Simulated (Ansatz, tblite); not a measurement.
# The cluster Sn16PH28: a ladder of methods and basis sets

An exercise on one series of results from a longer session: the logs are not shown, and one member is left open.

Method: as each input shows; program: Ansatz 0.2.0, Gaussian basis.

Levels to be run: GFN1-xTB, GFN2-xTB, PBE-D4/def2-TZVP, r2SCAN-D4/def2-TZVP, r2SCAN0-D4/def2-TZVP, PBE-D4/def2-SVP, PBE0-D4/def2-SVP, MP2/def2-SVP.

4 further runs of the same task are left out: 2 for a known fault of the program, 2 set aside as unsound or not needed. Runs told in other sessions of the task aren't counted.

### The structure

The doublet was relaxed beforehand with PBE-D4/def2-SVP.

45 atoms, charge 0, spin multiplicity 2.

Bond lengths: P1–Sn9 2.558 Å, P1–Sn11 2.560 Å, P1–H20 1.444 Å, Sn2–Sn9 2.820 Å, Sn2–Sn13 2.814 Å, Sn2–Sn14 2.821 Å, Sn2–H18 1.745 Å, Sn3–Sn11 2.821 Å, Sn3–Sn13 2.814 Å, Sn3–Sn15 2.823 Å, Sn3–H19 1.746 Å, Sn4–Sn5 2.837 Å, Sn4–Sn10 2.831 Å, Sn4–H21 1.741 Å, Sn4–H22 1.744 Å, Sn5–Sn12 2.840 Å, Sn5–Sn16 2.821 Å, Sn5–H23 1.746 Å and more. Angles: Sn9–P1–Sn11 102.3°, Sn9–P1–H20 93.8°, Sn11–P1–H20 93.3°, Sn9–Sn2–Sn13 107.5°, Sn9–Sn2–Sn14 117.0°, Sn9–Sn2–H18 104.8°, Sn13–Sn2–Sn14 108.2°, Sn13–Sn2–H18 110.6°, Sn14–Sn2–H18 108.7°, Sn11–Sn3–Sn13 106.9°, Sn11–Sn3–Sn15 117.1°, Sn11–Sn3–H19 104.4°, Sn13–Sn3–Sn15 109.0°, Sn13–Sn3–H19 110.6°, Sn15–Sn3–H19 108.8°, Sn5–Sn4–Sn10 105.6°, Sn5–Sn4–H21 113.1°, Sn5–Sn4–H22 110.9° and more.

Sn takes a core potential in the def2 sets. No spin-orbit coupling is included.

PBE0-D4/def2-TZVP was run before; its log isn't repeated, and its numbers join the tables.

The first run:

Tight binding, by tblite at 300 K electronic temperature and without a spin-polarisation term:

```python
tblite.interface.Calculator('GFN1-xTB', numbers, positions, charge=0, uhf=1).singlepoint()
```

Tight binding, by tblite at 300 K electronic temperature and without a spin-polarisation term:

```python
tblite.interface.Calculator('GFN2-xTB', numbers, positions, charge=0, uhf=1).singlepoint()
```

start.molden holds the orbitals of an earlier run on this state, given as this run's starting guess.

Contents of in.yaml:

```yaml
crystal:
  periodic: [false, false, false]
  atoms:
    - {symbol: P, position_ang: [-1.823242, -1.638174, -0.831338]}
    - {symbol: Sn, position_ang: [-1.634883, 1.552755, -4.056810]}
    - {symbol: Sn, position_ang: [1.577392, -1.504518, -3.871779]}
    - {symbol: Sn, position_ang: [-0.999348, 1.334898, 1.018273]}
    - {symbol: Sn, position_ang: [1.029472, -0.646401, 1.082683]}
    - {symbol: Sn, position_ang: [1.921108, 2.206175, -1.042282]}
    - {symbol: Sn, position_ang: [-1.780091, -1.509342, 4.290779]}
    - {symbol: Sn, position_ang: [1.783103, 1.590783, 4.794430]}
    - {symbol: Sn, position_ang: [-3.158007, -0.254384, -2.518783]}
    - {symbol: Sn, position_ang: [-3.105848, 0.322050, 2.615522]}
    - {symbol: Sn, position_ang: [-0.268753, -2.995343, -2.345803]}
    - {symbol: Sn, position_ang: [-0.063420, -2.845519, 2.509198]}
    - {symbol: Sn, position_ang: [0.080713, 0.035009, -5.690653]}
    - {symbol: Sn, position_ang: [-0.075087, 3.435503, -2.649598]}
    - {symbol: Sn, position_ang: [3.336241, 0.193793, -2.459631]}
    - {symbol: Sn, position_ang: [3.142465, 0.394460, 2.634775]}
    - {symbol: Sn, position_ang: [-0.077856, -0.113727, 6.057025]}
    - {symbol: H, position_ang: [-2.805796, 2.410496, -5.025671]}
    - {symbol: H, position_ang: [2.516730, -2.710209, -4.715032]}
    - {symbol: H, position_ang: [-2.812820, -2.687741, -0.765798]}
    - {symbol: H, position_ang: [-1.582346, 1.661855, -0.589224]}
    - {symbol: H, position_ang: [-0.412028, 2.849412, 1.652107]}
    - {symbol: H, position_ang: [1.502570, -1.183639, -0.509510]}
    - {symbol: H, position_ang: [3.064359, 3.456216, -0.565238]}
    - {symbol: H, position_ang: [-2.855028, -2.557420, 5.170431]}
    - {symbol: H, position_ang: [0.918822, 2.964752, 4.178999]}
    - {symbol: H, position_ang: [2.882434, 2.181916, 6.003021]}
    - {symbol: H, position_ang: [-4.009647, -1.333898, -3.586603]}
    - {symbol: H, position_ang: [-4.335365, 0.572044, -1.545057]}
    - {symbol: H, position_ang: [-4.301267, -0.461664, 1.630985]}
    - {symbol: H, position_ang: [-3.896934, 1.586640, 3.506979]}
    - {symbol: H, position_ang: [-1.244210, -3.959735, -3.420263]}
    - {symbol: H, position_ang: [0.541403, -4.075576, -1.250577]}
    - {symbol: H, position_ang: [-0.866827, -3.986364, 1.477342]}
    - {symbol: H, position_ang: [1.203103, -3.692768, 3.349243]}
    - {symbol: H, position_ang: [-0.806995, -0.974388, -6.789361]}
    - {symbol: H, position_ang: [1.112387, 1.065709, -6.633757]}
    - {symbol: H, position_ang: [0.621494, 4.501082, -3.844008]}
    - {symbol: H, position_ang: [-1.099301, 4.412182, -1.642202]}
    - {symbol: H, position_ang: [4.455515, 0.848751, -3.627544]}
    - {symbol: H, position_ang: [4.274113, -0.739240, -1.331609]}
    - {symbol: H, position_ang: [4.105312, 1.576276, 1.802064]}
    - {symbol: H, position_ang: [4.209978, -0.852305, 3.200181]}
    - {symbol: H, position_ang: [-1.021337, 0.833205, 7.167941]}
    - {symbol: H, position_ang: [0.800323, -1.275007, 7.005454]}
basis:
  gaussian: {orbitals: def2-TZVP, fitting: {mean_field: def2-universal-jkfit}, initial_orbitals: start.molden}
magnetization: {spin_polarized: true, initial_magnetization: 1}
hamiltonian: {xc: pbe, dispersion: d4}
scf: {omitted_lower_state_checks: [starts]}
output: {forces: true, orbitals: {seedname: orbitals}}
```

Launch:

```sh
> ansatz run in.yaml --threads 4 --pin off --events-out ev --progress --plain --max-ram 66560MiB --backend cuda --devices 0, --max-vram 37GiB
```

Steps of the session up to this table: PBE-D4/def2-TZVP; r2SCAN-D4/def2-TZVP; r2SCAN0-D4/def2-TZVP; PBE-D4/def2-SVP; PBE0-D4/def2-SVP; MP2/def2-SVP.

One of the session's tables, all rows but one given; the rest of the session is left out.

It belongs to the step «Binding energy». 

```
               level  binding an atom (eV)
         HF/def2-SVP                 1.581
     PBE-D4/def2-SVP                 2.391
    PBE-D4/def2-TZVP                     ?
 r2SCAN-D4/def2-TZVP                 2.412
    PBE0-D4/def2-SVP                 2.382
   PBE0-D4/def2-TZVP                 2.399
r2SCAN0-D4/def2-TZVP                 2.396
        MP2/def2-SVP                 2.184
```

**Question.** Estimate the row for PBE-D4/def2-TZVP.

The run gave: binding an atom (eV): 2.403. In the column «binding an atom (eV)» it lies between PBE0-D4/def2-TZVP (2.399) and r2SCAN-D4/def2-TZVP (2.412).

Caveats from the session: Free atoms were run apart at each level; binding is atoms less cluster, divided by the number of atoms, without zero-point or spin-orbit terms.
